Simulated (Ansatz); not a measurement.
# Cd2O (element-swapped structure): how the settings move a single-point run

How sensitive is a single-point run of Cd2O (element-swapped structure) to its settings? A reference run comes first, then four runs with altered input.

Computed with Ansatz 0.2.0 (reference: DFT PBE, plane waves, PAW, scalar-relativistic, no spin polarisation, unless a step's input says otherwise).

## Step 1: Starting point

The structure is cubic, space group Fm-3m (No. 225). The conventional cell has a = 5.516 Å, b = 5.516 Å, c = 5.516 Å, α = 90.00°, β = 90.00°, γ = 90.00°. Cd (site symmetry -43m) is surrounded by 4 O at 2.39 Å. O (site symmetry m-3m) has 8 Cd at 2.39 Å as nearest neighbours.

As a file:

```
Cd O
1.0
     0.00000    2.75805    2.75805
     2.75805    0.00000    2.75805
     2.75805    2.75805    0.00000
Cd O
2 1
Direct
  0.25000 0.25000 0.25000
  0.75000 0.75000 0.75000
  0.50000 0.50000 0.50000
```

## Step 2: The reference run

input.yaml

```yaml
crystal:
  lattice:
    - [0.0, 2.758052, 2.758052]
    - [2.758052, 0.0, 2.758052]
    - [2.758052, 2.758052, 0.0]
  atoms:
    - { symbol: Cd, position: [0.25, 0.25, 0.25] }
    - { symbol: Cd, position: [0.75, 0.75, 0.75] }
    - { symbol: O, position: [0.5, 0.5, 0.5] }
  symmetry: { tolerance: 0.0003 }
kpoints:
  mp_grid: { grid: [6, 6, 6], shift: [0, 0, 0] }
magnetization:
  spin_polarized: false
scf:
  occupations: { method: cold, width: 0.0164 }
hamiltonian:
  pseudopotentials: { kind: paw }
  xc: pbe
basis:
  ecutwfc: 420
output:
  forces: true
  stress: true
  eigenvalues: true
```

The run is started by

```console
> ansatz run input.yaml --threads 1 --pin off --max-ram 2560MiB --backend cpu --events-out ev --progress --plain --runs-dir out
```

## Step 3: Variant: occupations.method methfessel_paxton, occupations.width 0.2

Edit input.yaml of step 2 so:

```diff
@@ -15,3 +15,3 @@
 scf:
-  occupations: { method: cold, width: 0.0164 }
+  occupations: { method: methfessel_paxton, width: 0.2 }
 hamiltonian:
```

## Step 4: Changing settings: symmetry.detect false, tolerance left to its default

Edit input.yaml of step 2 so:

```diff
@@ -9,3 +9,3 @@
     - { symbol: O, position: [0.5, 0.5, 0.5] }
-  symmetry: { tolerance: 0.0003 }
+  symmetry: { detect: false }
 kpoints:
@@ -25 +25,5 @@
   eigenvalues: true
+  write_density: true
+  write_potential: true
+  elf: true
+  volumetric_format: npy
```

## Step 5: Variant: mp_grid.shift [0.5, 0.5, 0.5]

Edit input.yaml of step 2 so:

```diff
@@ -11,3 +11,3 @@
 kpoints:
-  mp_grid: { grid: [6, 6, 6], shift: [0, 0, 0] }
+  mp_grid: { grid: [6, 6, 6], shift: [0.5, 0.5, 0.5] }
 magnetization:
```

## Step 6: Again, with preconditioner none, xc revpbe

Edit input.yaml of step 2 so:

```diff
@@ -16,5 +16,6 @@
   occupations: { method: cold, width: 0.0164 }
+  mixing: { preconditioner: none }
 hamiltonian:
   pseudopotentials: { kind: paw }
-  xc: pbe
+  xc: revpbe
 basis:
@@ -25 +26,5 @@
   eigenvalues: true
+  write_density: true
+  write_potential: true
+  elf: true
+  volumetric_format: npy
```

Q: Predict the outcome of this session. Wanted: for each run, ending; energy change; pressure; gap; force.

As calculated:

```csv
run,ending,energy change,pressure (GPa),gap (eV),force (eV/Å),cycles,time
reference,converged,0,31.4,0.39,0.00,5,0.98 s (other work)
"1: occupations.method methfessel_paxton, occupations.width 0.2",converged,+0.1 meV/atom (σ→0),31.3,0.39,0.00,5,0.89 s
"2: symmetry.detect false, tolerance left to its default",converged,0.0 meV/atom,31.4,0.39,0.00,5,10 s
"3: mp_grid.shift [0.5, 0.5, 0.5]",converged,-0.8 meV/atom,31.2,0.20,0.01,5,1.5 s
"4: preconditioner none, xc revpbe",converged,not comparable,34.4,0.40,0.00,6,1.5 s
```

Times don't compare one to one where runs were asked for different outputs or read a saved state (see the inputs); cycles count all SCF loops of a run, searches for a lower state included, where those made up much of it.

Residual by cycle in the longest SCF loop of each run; runs are numbered as in the table. The quantity is the density residual dr2, in eV.

```csv
cycle,reference,run 1,run 2,run 3,run 4
1,0.023,0.0238,0.0229,0.0195,0.0159
2,0.00319,0.00341,0.00321,0.00283,0.0235
3,6.4e-5,6.9e-5,6.5e-5,6.5e-5,1.2e-4
4,3.2e-6,3.2e-6,3.2e-6,2.8e-6,2.0e-5
5,6.1e-8,4.8e-8,6.5e-8,5.4e-8,1.2e-7
6,-,-,-,-,1.0e-8
```

**Reading.** Among the runs that keep the physical model, «mp_grid.shift [0.5, 0.5, 0.5]» moves the energy most (-0.8 meV/atom) and «symmetry.detect false, tolerance left to its default» least (0.0 meV/atom). The pressure spans 31.2 to 34.4 GPa over the reference and the variants of the same charge on sound settings (3 of 4 variants). The gap spans 0.20 to 0.40 eV over the reference and the variants of the same charge on sound settings (gaps read on unlike meshes, which can miss the band edges) (3 of 4 variants).

Caveats on the reference run: the cell is far from equilibrium (31 GPa), so its values aren't those of the relaxed material; the structure is made up and not relaxed.
